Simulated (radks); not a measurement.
# Pb in [Xe] 4f14 5d10 6p2 6d2: an all-electron calculation

Aim: the levels, the sizes of the orbitals and the parts of the energy of neutral lead.

Method: Dirac Kohn-Sham, PBE, spin-unpolarised, spherical densities, finite nucleus; open shells fill j = l - 1/2 first. Code: radks (a radial shooting solver on a logarithmic mesh, Libxc functionals) version 1.

### Step 1. The atom as given

| Property | Result |
| --- | --- |
| element | lead (Z = 82) |
| charge | 0 |
| electrons | 82 |
| configuration | [Xe] 4f14 5d10 6p2 6d2 |
| nuclear rms radius | 5.5012 fm |

### Step 2. Self-consistent calculation

The run's settings:

```text
Z 82
configuration [Xe] 4f14 5d10 6p2 6d2 6s0 5f0
relativity Dirac
functional pbe,pbe
spin unpolarised
j_filling energy
nucleus finite rms 5.5012 fm
c 137.035999084
```

Run with:

```
$ python run_ks.py task.json out
```

This one command runs every case of the session in turn.

What does the calculation give?

As calculated:

```
                        quantity                   value
                    total energy     -20921.5986 hartree
exchange-correlation share of it                  1.86 %
                            −T/E                  1.1628
          highest occupied level        6d3/2, -1.168 eV
    most extended occupied level  6d3/2, <r> = 6.06 bohr
 radius at density 0.001 e/bohr³               5.47 bohr
    maxima of the radial density                       4
```

6 principal shells are occupied and 4 maxima appear in the radial density; where shells overlap, one shows as a shoulder or not at all. Relativity lifts −T/E to 1.163. This is not the tabulated ground configuration, so its levels and sizes aren't those of the ground state, and no measured value stands beside it.
